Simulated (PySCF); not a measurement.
# CH₅FGeS: core binding energies at several levels of theory, part 2 of 2

PySCF 2.14.0. Atoms count from 0. Earlier steps stand in the parts before.

## Step 6: X-ray photoelectron lines: HF, X2C

The job: settings as JSON, then the geometry in Å.

```
{"job": {"kind": "xps", "xc": "HF"}, "charge": 0, "multiplicity": 1}
C      1.547012    -0.174159     0.104988
S      0.282881    -0.906566     1.196702
Ge    -1.507288     0.035437     0.343714
F     -1.501800     1.745044     0.706279
H      2.493319    -0.682580     0.333146
H      1.308292    -0.337527    -0.955731
H      1.662190     0.900115     0.301389
H     -2.745454    -0.563495     1.018189
H     -1.480050    -0.032851    -1.191034
```

Method: delta-SCF UKS HF, pcX-2 on the ionised atom, pcseg-1 elsewhere, spin-free X2C.

Standard output:

```text
ground state, core basis on atom 0 (C), 129 functions
  cycle   1  E = -2631.05765799  |g| = 5.50e-01
  cycle   2  E = -2631.11684703  |g| = 3.46e-01
  cycle   3  E = -2631.13784798  |g| = 4.84e-02
  cycle   4  E = -2631.13878222  |g| = 1.56e-02
  cycle   5  E = -2631.13888271  |g| = 4.03e-03
  cycle   6  E = -2631.13889400  |g| = 1.31e-03
  cycle   7  E = -2631.13889546  |g| = 4.45e-04
  E(ground) = -2631.13889546 Eh
hole in C 1s of atom 0
  cycle   1  E = -2619.85916123  |g| = 1.49e+00
  cycle   2  E = -2620.18263670  |g| = 8.30e-01
  cycle   3  E = -2620.41555633  |g| = 1.16e-01
  cycle   4  E = -2620.42200700  |g| = 2.45e-02
  cycle   5  E = -2620.42280421  |g| = 1.56e-02
  cycle   6  E = -2620.42338856  |g| = 8.73e-03
  cycle   7  E = -2620.42359167  |g| = 4.40e-03
  cycle   8  E = -2620.42364276  |g| = 1.78e-03
  cycle   9  E = -2620.42365204  |g| = 8.25e-04
  cycle  10  E = -2620.42365425  |g| = 4.30e-04
  E(ion) = -2620.42365425 Eh   <S^2> = 0.8016   hole on atom = 1.000   binding energy = 291.577 eV
ground state, core basis on atom 1 (S), 140 functions
  cycle   1  E = -2631.27541416  |g| = 9.89e-02
  cycle   2  E = -2631.27562390  |g| = 9.47e-03
  cycle   3  E = -2631.27563637  |g| = 3.00e-03
  cycle   4  E = -2631.27563867  |g| = 9.38e-04
  cycle   5  E = -2631.27563911  |g| = 3.28e-04
  E(ground) = -2631.27563911 Eh
hole in S 1s of atom 1
  cycle   1  E = -2539.02648629  |g| = 5.05e+00
  cycle   2  E = -2540.05842529  |g| = 1.16e+00
  cycle   3  E = -2540.20781361  |g| = 1.39e-01
  cycle   4  E = -2540.21355294  |g| = 3.07e-02
  cycle   5  E = -2540.21392102  |g| = 7.60e-03
  cycle   6  E = -2540.21395653  |g| = 3.24e-03
  cycle   7  E = -2540.21396908  |g| = 1.54e-03
  cycle   8  E = -2540.21397393  |g| = 8.25e-04
  cycle   9  E = -2540.21397566  |g| = 3.58e-04
  E(ion) = -2540.21397566 Eh   <S^2> = 0.7541   hole on atom = 1.000   binding energy = 2477.914 eV
hole in S 2p of atom 1
  cycle   1  E = -2624.63264198  |g| = 1.49e+00
  cycle   2  E = -2624.99531378  |g| = 5.60e-01
  cycle   3  E = -2625.06142518  |g| = 3.69e-02
  cycle   4  E = -2625.06228182  |g| = 1.87e-02
  cycle   5  E = -2625.06250383  |g| = 8.05e-03
  cycle   6  E = -2625.06259899  |g| = 4.47e-03
  cycle   7  E = -2625.06264456  |g| = 2.08e-03
  cycle   8  E = -2625.06265607  |g| = 9.47e-04
  cycle   9  E = -2625.06265816  |g| = 3.89e-04
  E(ion) = -2625.06265816 Eh   <S^2> = 0.7653   hole on atom = 1.001   binding energy = 169.064 eV
  2p3/2 = 168.652 eV   2p1/2 = 169.836 eV
ground state, core basis on atom 3 (F), 129 functions
  cycle   1  E = -2631.19206436  |g| = 4.16e-02
  cycle   2  E = -2631.19220315  |g| = 1.04e-02
  cycle   3  E = -2631.19221915  |g| = 5.35e-03
  cycle   4  E = -2631.19222350  |g| = 7.19e-04
  cycle   5  E = -2631.19222378  |g| = 2.88e-04
  E(ground) = -2631.19222378 Eh
hole in F 1s of atom 3
  cycle   1  E = -2604.91469963  |g| = 2.57e+00
  cycle   2  E = -2605.59142144  |g| = 1.19e+00
  cycle   3  E = -2605.82227428  |g| = 7.64e-02
  cycle   4  E = -2605.82387473  |g| = 1.74e-02
  cycle   5  E = -2605.82408624  |g| = 7.19e-03
  cycle   6  E = -2605.82412800  |g| = 2.30e-03
  cycle   7  E = -2605.82413333  |g| = 6.96e-04
  cycle   8  E = -2605.82413441  |g| = 3.82e-04
  E(ion) = -2605.82413441 Eh   <S^2> = 0.7615   hole on atom = 1.000   binding energy = 690.301 eV
```

It took 14 s on 1 thread of Arm Neoverse V2, shared host; peak memory 0.51 GiB.

The holes in one table. −ε is the ground-state orbital energy:

| hole | stands for | environment | ΔSCF (eV; 2p as the shell's mean) | −ε (eV) | ⟨S²⟩ |
| --- | --- | --- | --- | --- | --- |
| C1s on C0 | C0 | methyl carbon bonded to S | 291.58 | 306.9 | 0.802 |
| S1s on S1 | S1 | sulfur bonded to C, Ge | 2477.91 | 2510.2 | 0.754 |
| S2p on S1 | S1 | sulfur bonded to C, Ge | 169.05 | 180.7 | 0.765 |
| F1s on F3 | F3 | fluorine bonded to Ge | 690.30 | 715.0 | 0.761 |

With the spin-orbit splitting: S1 2p3/2 168.65, 2p1/2 169.84 eV. The table gives each 2p level as the mean over the whole 2p shell (two parts 2p3/2, one part 2p1/2), which differs a little from the single hole in the log.

## Step 7: Core holes by ΔSCF: SCAN, X2C

Same as in step 6 but for these lines:

```diff
@@ -1,2 +1,2 @@
-{"job": {"kind": "xps", "xc": "HF"}, "charge": 0, "multiplicity": 1}
+{"job": {"kind": "xps", "basis": "pcX-1"}, "charge": 0, "multiplicity": 1}
 C      1.547012    -0.174159     0.104988
```

Level: delta-SCF UKS SCAN, pcX-1 on the ionised atom, pcseg-1 elsewhere, spin-free X2C.

Standard output:

```text
ground state, core basis on atom 0 (C), 108 functions
  cycle   1  E = -2634.08593145  |g| = 5.97e-01
  cycle   2  E = -2633.84211690  |g| = 1.31e+00
  cycle   3  E = -2634.15355469  |g| = 1.33e-01
  cycle   4  E = -2634.15717292  |g| = 5.79e-02
  cycle   5  E = -2634.15810963  |g| = 1.48e-02
  cycle   6  E = -2634.15818630  |g| = 2.24e-03
  cycle   7  E = -2634.15818715  |g| = 9.47e-04
  cycle   8  E = -2634.15818971  |g| = 3.06e-04
  E(ground) = -2634.29972337 Eh
hole in C 1s of atom 0
  cycle   1  E = -2622.87129718  |g| = 1.50e+00
  cycle   2  E = -2621.97438689  |g| = 1.90e+00
  cycle   3  E = -2623.36313823  |g| = 3.92e-01
  cycle   4  E = -2623.42498993  |g| = 1.60e-01
  cycle   5  E = -2623.43603430  |g| = 8.18e-02
  cycle   6  E = -2623.43824929  |g| = 2.64e-02
  cycle   7  E = -2623.43857340  |g| = 4.69e-03
  cycle   8  E = -2623.43859067  |g| = 2.94e-03
  cycle   9  E = -2623.43859993  |g| = 1.11e-03
  cycle  10  E = -2623.43860067  |g| = 6.30e-04
  cycle  11  E = -2623.43860053  |g| = 1.13e-04
  E(ion) = -2623.58096607 Eh   <S^2> = 0.7734   hole on atom = 1.000   binding energy = 291.672 eV
ground state, core basis on atom 1 (S), 120 functions
  cycle   1  E = -2634.30252733  |g| = 2.64e-01
  cycle   2  E = -2634.30180518  |g| = 7.10e-02
  cycle   3  E = -2634.30058264  |g| = 9.84e-02
  cycle   4  E = -2634.30324194  |g| = 7.90e-03
  cycle   5  E = -2634.30324428  |g| = 6.61e-03
  cycle   6  E = -2634.30325112  |g| = 4.10e-04
  E(ground) = -2634.42944187 Eh
hole in S 1s of atom 1
  cycle   1  E = -2542.05964954  |g| = 5.08e+00
  cycle   2  E = -2542.31839409  |g| = 2.18e+00
  cycle   3  E = -2542.60865419  |g| = 1.14e+00
  cycle   4  E = -2543.19530892  |g| = 4.48e-01
  cycle   5  E = -2543.25264317  |g| = 2.62e-01
  cycle   6  E = -2543.27782185  |g| = 5.34e-02
  cycle   7  E = -2543.27874501  |g| = 2.09e-02
  cycle   8  E = -2543.27897209  |g| = 4.43e-03
  cycle   9  E = -2543.27897841  |g| = 2.47e-03
  cycle  10  E = -2543.27898095  |g| = 1.99e-04
  E(ion) = -2543.39863077 Eh   <S^2> = 0.7515   hole on atom = 1.000   binding energy = 2477.075 eV
hole in S 2p of atom 1
  cycle   1  E = -2627.61785542  |g| = 1.52e+00
  cycle   2  E = -2627.48668912  |g| = 1.30e+00
  cycle   3  E = -2627.98397988  |g| = 4.04e-01
  cycle   4  E = -2628.04549741  |g| = 2.14e-01
  cycle   5  E = -2628.05839994  |g| = 7.71e-02
  cycle   6  E = -2628.06100516  |g| = 2.06e-02
  cycle   7  E = -2628.06119683  |g| = 7.57e-03
  cycle   8  E = -2628.06123095  |g| = 1.59e-03
  cycle   9  E = -2628.06123103  |g| = 9.34e-04
  cycle  10  E = -2628.06123293  |g| = 2.26e-04
  E(ion) = -2628.19632874 Eh   <S^2> = 0.7532   hole on atom = 1.001   binding energy = 169.612 eV
  2p3/2 = 169.395 eV   2p1/2 = 170.641 eV
ground state, core basis on atom 3 (F), 108 functions
  cycle   1  E = -2634.15582510  |g| = 5.20e-02
  cycle   2  E = -2634.15527973  |g| = 5.84e-02
  cycle   3  E = -2634.15612426  |g| = 1.46e-02
  cycle   4  E = -2634.15618454  |g| = 3.68e-03
  cycle   5  E = -2634.15618748  |g| = 1.06e-03
  cycle   6  E = -2634.15618714  |g| = 3.32e-04
  E(ground) = -2634.30086973 Eh
hole in F 1s of atom 3
  cycle   1  E = -2607.84846841  |g| = 2.58e+00
  cycle   2  E = -2607.38567573  |g| = 2.23e+00
  cycle   3  E = -2608.48243850  |g| = 6.20e-01
  cycle   4  E = -2608.47793450  |g| = 5.96e-01
  cycle   5  E = -2608.74156808  |g| = 6.12e-02
  cycle   6  E = -2608.74468533  |g| = 2.00e-02
  cycle   7  E = -2608.74500237  |g| = 6.62e-03
  cycle   8  E = -2608.74502991  |g| = 2.68e-03
  cycle   9  E = -2608.74503292  |g| = 7.14e-04
  cycle  10  E = -2608.74503398  |g| = 1.23e-04
  E(ion) = -2608.89694677 Eh   <S^2> = 0.7569   hole on atom = 1.000   binding energy = 691.276 eV
```

Wall time 12 s (1 thread of Arm Neoverse V2, shared host); peak memory 0.51 GiB.

Binding energies by hole, beside the orbital energy of the ground state; the difference holds orbital relaxation and, for a density functional, its self-interaction error:

| hole | stands for | environment | ΔSCF (eV; 2p as the shell's mean) | −ε (eV) | ⟨S²⟩ |
| --- | --- | --- | --- | --- | --- |
| C1s on C0 | C0 | methyl carbon bonded to S | 291.67 | 274.8 | 0.773 |
| S1s on S1 | S1 | sulfur bonded to C, Ge | 2477.07 | 2415.1 | 0.751 |
| S2p on S1 | S1 | sulfur bonded to C, Ge | 169.81 | 158.3 | 0.753 |
| F1s on F3 | F3 | fluorine bonded to Ge | 691.28 | 665.3 | 0.757 |

With the spin-orbit splitting: S1 2p3/2 169.39, 2p1/2 170.64 eV. The table gives each 2p level as the mean over the whole 2p shell (two parts 2p3/2, one part 2p1/2), which differs a little from the single hole in the log.

## Step 8: Core holes by ΔSCF: SCAN, X2C

Same as in step 7 but for these lines:

```diff
@@ -1,2 +1,2 @@
-{"job": {"kind": "xps", "basis": "pcX-1"}, "charge": 0, "multiplicity": 1}
+{"job": {"kind": "xps", "basis": "def2-TZVP"}, "charge": 0, "multiplicity": 1}
 C      1.547012    -0.174159     0.104988
```

Method: delta-SCF UKS SCAN, def2-TZVP on the ionised atom, pcseg-1 elsewhere, spin-free X2C.

Standard output:

```text
ground state, core basis on atom 0 (C), 115 functions
  cycle   1  E = -2634.10378525  |g| = 6.02e-01
  cycle   2  E = -2633.85666021  |g| = 1.32e+00
  cycle   3  E = -2634.17303016  |g| = 1.35e-01
  cycle   4  E = -2634.17681984  |g| = 5.67e-02
  cycle   5  E = -2634.17769586  |g| = 1.55e-02
  cycle   6  E = -2634.17778553  |g| = 2.19e-03
  cycle   7  E = -2634.17778232  |g| = 7.88e-04
  cycle   8  E = -2634.17778454  |g| = 2.41e-04
  E(ground) = -2634.31987084 Eh
hole in C 1s of atom 0
  cycle   1  E = -2622.88932996  |g| = 1.46e+00
  cycle   2  E = -2622.00500686  |g| = 1.77e+00
  cycle   3  E = -2623.33825872  |g| = 4.49e-01
  cycle   4  E = -2623.43052337  |g| = 1.55e-01
  cycle   5  E = -2623.44143253  |g| = 7.86e-02
  cycle   6  E = -2623.44340874  |g| = 2.86e-02
  cycle   7  E = -2623.44377796  |g| = 4.47e-03
  cycle   8  E = -2623.44379416  |g| = 2.99e-03
  cycle   9  E = -2623.44380537  |g| = 1.21e-03
  cycle  10  E = -2623.44380547  |g| = 8.02e-04
  cycle  11  E = -2623.44380654  |g| = 1.40e-04
  E(ion) = -2623.58633671 Eh   <S^2> = 0.7724   hole on atom = 1.000   binding energy = 292.074 eV
ground state, core basis on atom 1 (S), 117 functions
  cycle   1  E = -2634.19497383  |g| = 4.53e-02
  cycle   2  E = -2634.19425693  |g| = 6.35e-02
  cycle   3  E = -2634.19548942  |g| = 8.67e-03
  cycle   4  E = -2634.19549869  |g| = 3.59e-03
  cycle   5  E = -2634.19550159  |g| = 1.13e-03
  cycle   6  E = -2634.19550473  |g| = 3.29e-04
  E(ground) = -2634.32447668 Eh
hole in S 1s of atom 1
  cycle   1  E = -2541.93163296  |g| = 3.45e+00
  cycle   2  E = -2541.94222829  |g| = 1.88e+00
  cycle   3  E = -2542.36503236  |g| = 1.09e+00
  cycle   4  E = -2542.98645806  |g| = 2.88e-01
  cycle   5  E = -2542.99968520  |g| = 2.12e-01
  cycle   6  E = -2543.01748545  |g| = 3.91e-02
  cycle   7  E = -2543.01806368  |g| = 1.30e-02
  cycle   8  E = -2543.01814901  |g| = 2.78e-03
  cycle   9  E = -2543.01815425  |g| = 1.26e-03
  cycle  10  E = -2543.01815487  |g| = 2.85e-04
  E(ion) = -2543.14205777 Eh   <S^2> = 0.7514   hole on atom = 1.000   binding energy = 2481.200 eV
hole in S 2p of atom 1
  cycle   1  E = -2627.50371786  |g| = 1.47e+00
  cycle   2  E = -2627.27196761  |g| = 1.28e+00
  cycle   3  E = -2627.82826227  |g| = 4.76e-01
  cycle   4  E = -2627.92346396  |g| = 2.25e-01
  cycle   5  E = -2627.93756063  |g| = 8.21e-02
  cycle   6  E = -2627.94071962  |g| = 1.95e-02
  cycle   7  E = -2627.94090072  |g| = 6.02e-03
  cycle   8  E = -2627.94092017  |g| = 2.17e-03
  cycle   9  E = -2627.94092107  |g| = 9.12e-04
  cycle  10  E = -2627.94092356  |g| = 3.18e-04
  E(ion) = -2628.07884736 Eh   <S^2> = 0.7535   hole on atom = 1.001   binding energy = 169.952 eV
  2p3/2 = 169.724 eV   2p1/2 = 170.947 eV
ground state, core basis on atom 3 (F), 115 functions
  cycle   1  E = -2634.21542670  |g| = 6.85e-02
  cycle   2  E = -2634.21400044  |g| = 1.14e-01
  cycle   3  E = -2634.21590084  |g| = 1.79e-02
  cycle   4  E = -2634.21594801  |g| = 5.57e-03
  cycle   5  E = -2634.21595359  |g| = 1.18e-03
  cycle   6  E = -2634.21595349  |g| = 1.08e-04
  E(ground) = -2634.36001216 Eh
hole in F 1s of atom 3
  cycle   1  E = -2607.89685800  |g| = 2.46e+00
  cycle   2  E = -2607.47387299  |g| = 1.99e+00
  cycle   3  E = -2608.49091196  |g| = 6.58e-01
  cycle   4  E = -2608.58107661  |g| = 5.22e-01
  cycle   5  E = -2608.77796710  |g| = 7.52e-02
  cycle   6  E = -2608.78218671  |g| = 1.91e-02
  cycle   7  E = -2608.78247779  |g| = 5.67e-03
  cycle   8  E = -2608.78250077  |g| = 1.56e-03
  cycle   9  E = -2608.78250301  |g| = 7.99e-04
  cycle  10  E = -2608.78250180  |g| = 1.51e-04
  E(ion) = -2608.93422636 Eh   <S^2> = 0.7567   hole on atom = 1.000   binding energy = 691.871 eV
```

It took 14 s on 1 thread of Arm Neoverse V2, shared host; peak memory 0.51 GiB.

Binding energies by hole, beside the orbital energy of the ground state; the difference holds orbital relaxation and, for a density functional, its self-interaction error:

| hole | stands for | environment | ΔSCF (eV; 2p as the shell's mean) | −ε (eV) | ⟨S²⟩ |
| --- | --- | --- | --- | --- | --- |
| C1s on C0 | C0 | methyl carbon bonded to S | 292.07 | 274.8 | 0.772 |
| S1s on S1 | S1 | sulfur bonded to C, Ge | 2481.20 | 2416.3 | 0.751 |
| S2p on S1 | S1 | sulfur bonded to C, Ge | 170.13 | 158.5 | 0.754 |
| F1s on F3 | F3 | fluorine bonded to Ge | 691.87 | 665.8 | 0.757 |

With the spin-orbit splitting: S1 2p3/2 169.72, 2p1/2 170.95 eV. The table gives each 2p level as the mean over the whole 2p shell (two parts 2p3/2, one part 2p1/2), which differs a little from the single hole in the log.

## Step 9: Core holes by ΔSCF: SCAN, non-relativistic

Same as in step 8 but for these lines:

```diff
@@ -1,2 +1,2 @@
-{"job": {"kind": "xps", "basis": "def2-TZVP"}, "charge": 0, "multiplicity": 1}
+{"job": {"kind": "xps", "x2c": false}, "charge": 0, "multiplicity": 1}
 C      1.547012    -0.174159     0.104988
```

With the program's defaults for keys left out, this is: delta-SCF UKS SCAN, pcX-2 on the ionised atom, pcseg-1 elsewhere, non-relativistic.

Standard output:

```text
ground state, core basis on atom 0 (C), 129 functions
  cycle   1  E = -2615.80366788  |g| = 6.25e-01
  cycle   2  E = -2615.55525899  |g| = 1.33e+00
  cycle   3  E = -2615.87722358  |g| = 1.45e-01
  cycle   4  E = -2615.88120291  |g| = 6.25e-02
  cycle   5  E = -2615.88225779  |g| = 1.68e-02
  cycle   6  E = -2615.88235660  |g| = 2.02e-03
  cycle   7  E = -2615.88235975  |g| = 5.06e-04
  cycle   8  E = -2615.88235894  |g| = 1.85e-04
  E(ground) = -2616.02259373 Eh
hole in C 1s of atom 0
  cycle   1  E = -2604.59577304  |g| = 1.50e+00
  cycle   2  E = -2603.66209582  |g| = 1.94e+00
  cycle   3  E = -2605.09295832  |g| = 3.85e-01
  cycle   4  E = -2605.15159681  |g| = 1.66e-01
  cycle   5  E = -2605.16394151  |g| = 7.72e-02
  cycle   6  E = -2605.16579376  |g| = 2.87e-02
  cycle   7  E = -2605.16614657  |g| = 6.47e-03
  cycle   8  E = -2605.16616954  |g| = 3.30e-03
  cycle   9  E = -2605.16618140  |g| = 1.50e-03
  cycle  10  E = -2605.16618385  |g| = 7.67e-04
  cycle  11  E = -2605.16618418  |g| = 1.67e-04
  E(ion) = -2605.30717544 Eh   <S^2> = 0.7748   hole on atom = 1.000   binding energy = 291.581 eV
ground state, core basis on atom 1 (S), 140 functions
  cycle   1  E = -2615.91152718  |g| = 5.07e-02
  cycle   2  E = -2615.91096371  |g| = 6.28e-02
  cycle   3  E = -2615.91188518  |g| = 1.05e-02
  cycle   4  E = -2615.91190907  |g| = 5.10e-03
  cycle   5  E = -2615.91191437  |g| = 1.68e-03
  cycle   6  E = -2615.91191520  |g| = 1.50e-04
  E(ground) = -2616.03929289 Eh
hole in S 1s of atom 1
  cycle   1  E = -2523.96181094  |g| = 5.04e+00
  cycle   2  E = -2524.07953604  |g| = 2.25e+00
  cycle   3  E = -2524.28599926  |g| = 1.28e+00
  cycle   4  E = -2525.09304890  |g| = 4.40e-01
  cycle   5  E = -2525.14429040  |g| = 2.78e-01
  cycle   6  E = -2525.17247855  |g| = 6.23e-02
  cycle   7  E = -2525.17365930  |g| = 2.41e-02
  cycle   8  E = -2525.17394374  |g| = 5.44e-03
  cycle   9  E = -2525.17395436  |g| = 2.86e-03
  cycle  10  E = -2525.17395856  |g| = 3.97e-04
  E(ion) = -2525.29332938 Eh   <S^2> = 0.7516   hole on atom = 1.000   binding energy = 2469.323 eV
hole in S 2p of atom 1
  cycle   1  E = -2609.22853138  |g| = 1.52e+00
  cycle   2  E = -2609.02560833  |g| = 1.36e+00
  cycle   3  E = -2609.58329953  |g| = 4.36e-01
  cycle   4  E = -2609.65546042  |g| = 2.30e-01
  cycle   5  E = -2609.66982650  |g| = 8.81e-02
  cycle   6  E = -2609.67322696  |g| = 2.25e-02
  cycle   7  E = -2609.67343281  |g| = 9.89e-03
  cycle   8  E = -2609.67348508  |g| = 2.06e-03
  cycle   9  E = -2609.67348788  |g| = 1.27e-03
  cycle  10  E = -2609.67348990  |g| = 3.50e-04
  E(ion) = -2609.80903130 Eh   <S^2> = 0.7536   hole on atom = 1.001   binding energy = 169.534 eV
  2p3/2 = 169.296 eV   2p1/2 = 170.524 eV
ground state, core basis on atom 3 (F), 129 functions
  cycle   1  E = -2615.92191762  |g| = 6.93e-02
  cycle   2  E = -2615.92117087  |g| = 8.46e-02
  cycle   3  E = -2615.92210143  |g| = 3.00e-02
  cycle   4  E = -2615.92221161  |g| = 6.37e-03
  cycle   5  E = -2615.92222457  |g| = 1.63e-03
  cycle   6  E = -2615.92222341  |g| = 1.83e-04
  E(ground) = -2616.06506201 Eh
hole in F 1s of atom 3
  cycle   1  E = -2589.62892039  |g| = 2.58e+00
  cycle   2  E = -2589.19162046  |g| = 2.26e+00
  cycle   3  E = -2590.29540618  |g| = 6.04e-01
  cycle   4  E = -2590.26273005  |g| = 6.09e-01
  cycle   5  E = -2590.53600175  |g| = 6.00e-02
  cycle   6  E = -2590.53897087  |g| = 2.02e-02
  cycle   7  E = -2590.53928488  |g| = 7.11e-03
  cycle   8  E = -2590.53931528  |g| = 2.93e-03
  cycle   9  E = -2590.53931858  |g| = 7.66e-04
  cycle  10  E = -2590.53931824  |g| = 1.44e-04
  E(ion) = -2590.68943852 Eh   <S^2> = 0.7574   hole on atom = 1.000   binding energy = 690.506 eV
```

Run time: 15 s. Hardware: 1 thread of Arm Neoverse V2, shared host; peak memory 0.51 GiB.

Binding energies by hole, beside the orbital energy of the ground state; the difference holds orbital relaxation and, for a density functional, its self-interaction error:

| hole | stands for | environment | ΔSCF (eV; 2p as the shell's mean) | −ε (eV) | ⟨S²⟩ |
| --- | --- | --- | --- | --- | --- |
| C1s on C0 | C0 | methyl carbon bonded to S | 291.58 | 274.8 | 0.775 |
| S1s on S1 | S1 | sulfur bonded to C, Ge | 2469.32 | 2407.7 | 0.752 |
| S2p on S1 | S1 | sulfur bonded to C, Ge | 169.71 | 158.3 | 0.754 |
| F1s on F3 | F3 | fluorine bonded to Ge | 690.51 | 665.1 | 0.757 |

With the spin-orbit splitting: S1 2p3/2 169.30, 2p1/2 170.52 eV. The table gives each 2p level as the mean over the whole 2p shell (two parts 2p3/2, one part 2p1/2), which differs a little from the single hole in the log.

## Step 10: Outcome

The summary covers parts 1 to 2.

| quantity | value |
| --- | --- |
| C1s binding energies, SCAN/pcX-2 | C0 291.67 eV |
| S1s binding energies, SCAN/pcX-2 | S1 2477.05 eV |
| S2p binding energies, SCAN/pcX-2 | S1 169.67 eV |
| F1s binding energies, SCAN/pcX-2 | F3 691.10 eV |
| C1s binding energies, B3LYP/pcX-2 | C0 291.72 eV |
| S1s binding energies, B3LYP/pcX-2 | S1 2474.93 eV |
| S2p binding energies, B3LYP/pcX-2 | S1 169.37 eV |
| F1s binding energies, B3LYP/pcX-2 | F3 690.81 eV |
| C1s binding energies, PBE0/pcX-2 | C0 291.20 eV |
| S1s binding energies, PBE0/pcX-2 | S1 2474.33 eV |
| S2p binding energies, PBE0/pcX-2 | S1 169.21 eV |
| F1s binding energies, PBE0/pcX-2 | F3 690.19 eV |
| C1s binding energies, PBE/pcX-2 | C0 290.78 eV |
| S1s binding energies, PBE/pcX-2 | S1 2472.96 eV |
| S2p binding energies, PBE/pcX-2 | S1 168.80 eV |
| F1s binding energies, PBE/pcX-2 | F3 689.95 eV |
| C1s binding energies, HF/pcX-2 | C0 291.58 eV |
| S1s binding energies, HF/pcX-2 | S1 2477.91 eV |
| S2p binding energies, HF/pcX-2 | S1 169.05 eV |
| F1s binding energies, HF/pcX-2 | F3 690.30 eV |
| C1s binding energies, SCAN/pcX-1 | C0 291.67 eV |
| S1s binding energies, SCAN/pcX-1 | S1 2477.07 eV |
| S2p binding energies, SCAN/pcX-1 | S1 169.81 eV |
| F1s binding energies, SCAN/pcX-1 | F3 691.28 eV |
| C1s binding energies, SCAN/def2-TZVP | C0 292.07 eV |
| S1s binding energies, SCAN/def2-TZVP | S1 2481.20 eV |
| S2p binding energies, SCAN/def2-TZVP | S1 170.13 eV |
| F1s binding energies, SCAN/def2-TZVP | F3 691.87 eV |
| C1s binding energies, SCAN/pcX-2, non-relativistic | C0 291.58 eV |
| S1s binding energies, SCAN/pcX-2, non-relativistic | S1 2469.32 eV |
| S2p binding energies, SCAN/pcX-2, non-relativistic | S1 169.71 eV |
| F1s binding energies, SCAN/pcX-2, non-relativistic | F3 690.51 eV |

**Reading.** Single values in the summary come from the first sound run of each kind (SCAN/pcX-2), which need not be the best level.
